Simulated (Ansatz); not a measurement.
**SrGaGe: how the settings move a single-point run**

How sensitive is a single-point run of SrGaGe to its settings? A reference run comes first, then one run with altered input.

Program: Ansatz 0.2.0. Level of theory: reference: DFT, PBEsol, PAW with Ansatz's default frozen-core files, scalar-relativistic. These are calculated values, not measurements.

2 further runs of the same task are left out: 2 that didn't finish.

## 1. The system as given

Symmetry: Amm2, No. 38, orthorhombic system. The conventional cell has a = 4.712 Å, b = 4.269 Å, c = 7.395 Å, α = 90.00°, β = 90.00°, γ = 90.00°. Sr (site symmetry mm2) has 6 Ga at 3.28 to 3.74 Å and 6 Ge at 3.28 to 3.74 Å as nearest neighbours. Around Ga (site symmetry mm2) lie 1 Ge at 1.58 Å. Around Ge (site symmetry mm2) lie 1 Ga at 1.58 Å.

Structure file:

```cif
data_structure
_symmetry_space_group_name_H-M 'P 1'
_symmetry_Int_Tables_number 1
_cell_length_a 4.2694
_cell_length_b 4.2694
_cell_length_c 4.7117
_cell_angle_alpha 90.000
_cell_angle_beta 90.000
_cell_angle_gamma 120.000
_cell_volume 74.38
loop_
_atom_site_label
_atom_site_type_symbol
_atom_site_fract_x
_atom_site_fract_y
_atom_site_fract_z
_atom_site_occupancy
Sr1 Sr 0.00000 0.00000 0.00000 1
Ga1 Ga 0.21333 0.60667 0.50000 1
Ge1 Ge 0.78667 0.39333 0.50000 1
```

## 2. The reference run

Contents of input.yaml:

```yaml
crystal:
  lattice:
    - [4.2694062071, 0.0, 0.0]
    - [-2.1347031036, 3.6974142344, 0.0]
    - [0.0, 0.0, 4.7116895]
  atoms:
    - { symbol: Sr, position: [0.0, 0.0, 0.0] }
    - { symbol: Ga, position: [0.2133333333, 0.6066666667, 0.5] }
    - { symbol: Ge, position: [0.7866666667, 0.3933333333, 0.5] }
kpoints:
  mp_grid: { grid: [8, 8, 7] }
scf:
  occupations: { method: fermi_dirac, width: 0.05 }
hamiltonian:
  xc: pbesol
  pseudopotentials: { kind: paw }
output:
  forces: true
  stress: true
  eigenvalues: true
  efg: { contact_densities: true }
  populations: true
  write_density: true
  write_potential: true
  elf: true
  volumetric_format: npy
```

The run is started by

```sh
> ansatz run input.yaml --threads 1 --pin off --max-ram 3072MiB --backend cpu --events-out ev --progress --plain --runs-dir out
```

## 3. Variant: occupations.method tetrahedron_uncorrected, dr2_threshold 1.0e-09, width left out

Edit input.yaml of step 2 so:

```diff
@@ -12,3 +12,4 @@
 scf:
-  occupations: { method: fermi_dirac, width: 0.05 }
+  occupations: { method: tetrahedron_uncorrected }
+  convergence: { dr2_threshold: 1.0e-09 }
 hamiltonian:
```

Q: Predict the outcome of this session. Wanted: for each run, ending; energy change; pressure; gap; force.

As calculated:

```
                                                                                 run     ending         energy change  pressure (GPa)  gap (eV)  force (eV/Å)  cycles  time
                                                                           reference  converged                     0            40.9      0.00         38.18       9  20 s
1: occupations.method tetrahedron_uncorrected, dr2_threshold 1.0e-09, width left out  converged  +29.2 meV/atom (σ→0)            40.9      0.00         38.19      11  19 s
```

Residual by cycle in the longest SCF loop of each run; runs are numbered as in the table. The quantity is the density residual dr2, in eV.

```
cycle  reference    run 1
    1     0.0362   0.0393
    2    0.00891  0.00913
    3    0.00164   0.0017
    4     1.6e-4   1.8e-4
    5     4.0e-5   4.5e-5
    6     8.2e-6   1.0e-5
    7     1.7e-6   1.8e-6
    8     1.3e-7   1.3e-7
    9     9.9e-9   1.3e-8
   10          -   1.5e-9
   11          -  4.8e-11
```

What this shows: Changing the smearing and convergence setting moves the energy by +29.2 meV/atom (σ→0 values). Cost: 11 SCF cycles against 9. The structure is not at rest: the sound run finds 41 GPa, so these are no properties of the relaxed crystal. 
